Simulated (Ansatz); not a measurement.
# Si: the cost of one run

Computed with Ansatz 0.2.0 (DFT r²SCAN, frozen-core PAW, scalar-relativistic unless said, unless a step's input says otherwise).

The COD entry's cell or inner coordinates are ideal or old and differ from later refinements, so a difference from it is no clean test against experiment.

## (1) The starting structure

Symmetry: Fd-3m, No. 227, cubic system. The conventional cell has a = 5.427 Å, b = 5.427 Å, c = 5.427 Å, α = 90.00°, β = 90.00°, γ = 90.00°. Si (site symmetry -43m) has 4 Si at 2.35 Å as nearest neighbours.

Coordinates:

```
CELL_PARAMETERS angstrom
0.00000 2.71356 2.71356
2.71356 0.00000 2.71356
2.71356 2.71356 0.00000
ATOMIC_POSITIONS crystal
Si 0.25000 0.25000 0.25000
Si 0.00000 0.00000 0.00000
```

Cartesian axes are those of the input's lattice vectors. The structure goes back to a database entry.

## (2) Cell and atoms relaxed, PAW

Input file input.yaml:

```yaml
crystal:
  lattice:
    - [0.0, 2.71356, 2.71356]
    - [2.71356, 0.0, 2.71356]
    - [2.71356, 2.71356, 0.0]
  atoms:
    - { symbol: Si, position: [0.25, 0.25, 0.25] }
    - { symbol: Si, position: [0.0, 0.0, 0.0] }
kpoints:
  mp_grid: { grid: [16, 16, 16] }
scf:
  occupations: { method: fermi_dirac, width: 0.08 }
hamiltonian:
  xc: r2scan
  pseudopotentials: { kind: paw }
relax:
  f_tol: 0.002
  max_steps: 80
  cell: {}
output:
  forces: true
  stress: true
```

On the command line:

```
$ ansatz run input.yaml --threads 1 --pin off --max-ram 3072MiB --backend cpu --events-out ev --progress --plain --runs-dir out
```

Q: Estimate wall time and peak memory on 1 thread of Arm Neoverse V2, shared host.

About 19 s, with a peak of 0.46 GiB.
